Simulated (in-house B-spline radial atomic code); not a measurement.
# Br⁷⁺: binding energies from hole states

How much more does a second hole in Br⁷⁺ cost because of the first?

The numbers are computed with in-house B-spline radial atomic code version 1 (Dirac-Hartree-Fock, average of configuration, Fermi nucleus, basis-set limit), except any that are marked as measured or tabulated.

**1. The system**

- element: bromine (Z = 35)
- charge: +7
- electrons: 28
- configuration: [Ar] 3d10
- Hamiltonian: Dirac-Coulomb
- nucleus: Fermi, rms radius 4.163 fm

The outer shells:

[Ar] 3d10
```
[Ar] core
3d [↑↓][↑↓][↑↓][↑↓][↑↓]
```

Settings, as recorded:

```ini
Z = 35
electrons = 28.0
configuration = [Ar] 3d10
hamiltonian = dirac
method = hf
spin_polarised = False
nucleus = fermi
rms_radius = 4.1629
mass_number = 79
atomic_mass = 78.918337574
speed_of_light = 137.035999084
```

This reference run was done before. Its total energy is -2591.895786 hartree, and its levels are (the highest eight at most):

```csv
orbital,occupation,energy (eV),<r> (bohr)
2s1/2,2,-1937.91,0.1886
2p1/2,2,-1749.82,0.1627
2p3/2,4,-1701.84,0.1666
3s1/2,2,-386.24,0.5475
3p1/2,2,-319.26,0.5526
3p3/2,4,-311.99,0.5620
3d3/2,4,-195.74,0.5708
3d5/2,6,-194.56,0.5744
```

Single holes known from earlier runs (ΔSCF): 1s 13632.8 eV, 2s 1916.78 eV, 2p3/2 1678.85 eV, 3p1/2 315.41 eV, 3p3/2 308.30 eV, 3d5/2 190.67 eV.

**2. The 1s and 2p3/2 holes**

In configurations, a minus sign after the shell means j = l − 1/2 and a plus sign j = l + 1/2; the count of electrons follows.

Settings, as recorded:

```ini
Z = 35
electrons = 26.0
configuration = 1s1 2s2 2p-2 2p+3 3s2 3p6 3d10
hamiltonian = dirac
method = hf
spin_polarised = False
nucleus = fermi
rms_radius = 4.1629
mass_number = 79
atomic_mass = 78.918337574
speed_of_light = 137.035999084
```

**3. The 3p1/2 and 3d5/2 holes**

Settings: those of step 2 with these lines changed.

```diff
@@ -2,3 +2,3 @@
 electrons = 26.0
-configuration = 1s1 2s2 2p-2 2p+3 3s2 3p6 3d10
+configuration = 1s2 2s2 2p6 3s2 3p-1 3p+4 3d-4 3d+5
 hamiltonian = dirac
```

**4. The 2s and 3p3/2 holes**

Settings: those of step 3 with these lines changed.

```diff
@@ -2,3 +2,3 @@
 electrons = 26.0
-configuration = 1s2 2s2 2p6 3s2 3p-1 3p+4 3d-4 3d+5
+configuration = 1s2 2s1 2p6 3s2 3p-2 3p+3 3d10
 hamiltonian = dirac
```

**5. The 3p3/2 and 3d5/2 holes**

Settings: those of step 4 with these lines changed.

```diff
@@ -2,3 +2,3 @@
 electrons = 26.0
-configuration = 1s2 2s1 2p6 3s2 3p-2 3p+3 3d10
+configuration = 1s2 2s2 2p6 3s2 3p-2 3p+3 3d-4 3d+5
 hamiltonian = dirac
```

**6. The 1s and 1s holes**

Settings: those of step 5 with these lines changed.

```diff
@@ -2,3 +2,3 @@
 electrons = 26.0
-configuration = 1s2 2s2 2p6 3s2 3p-2 3p+3 3d-4 3d+5
+configuration = 2s2 2p6 3s2 3p6 3d10
 hamiltonian = dirac
```

What does each hole state cost in eV, and how does that compare with the orbital energies or single holes?

The runs gave:

| two holes | ΔSCF (eV) | less the two single holes (eV) |
| --- | --- | --- |
| 1s and 2p3/2 | 15452.4 | 140.71 |
| 3p1/2 and 3d5/2 | 541.87 | 35.79 |
| 2s and 3p3/2 | 2267.10 | 42.02 |
| 3p3/2 and 3d5/2 | 532.65 | 33.67 |
| 1s and 1s | 27777.3 | 511.66 |

What this shows: Two holes cost more than the sum of each, because the second electron leaves a more charged ion. The excess runs from 33.7 eV (3p3/2 and 3d5/2) to 511.7 eV (1s and 1s); it tends to be largest where both holes are compact. Values are for the free ion, measured from the vacuum level.
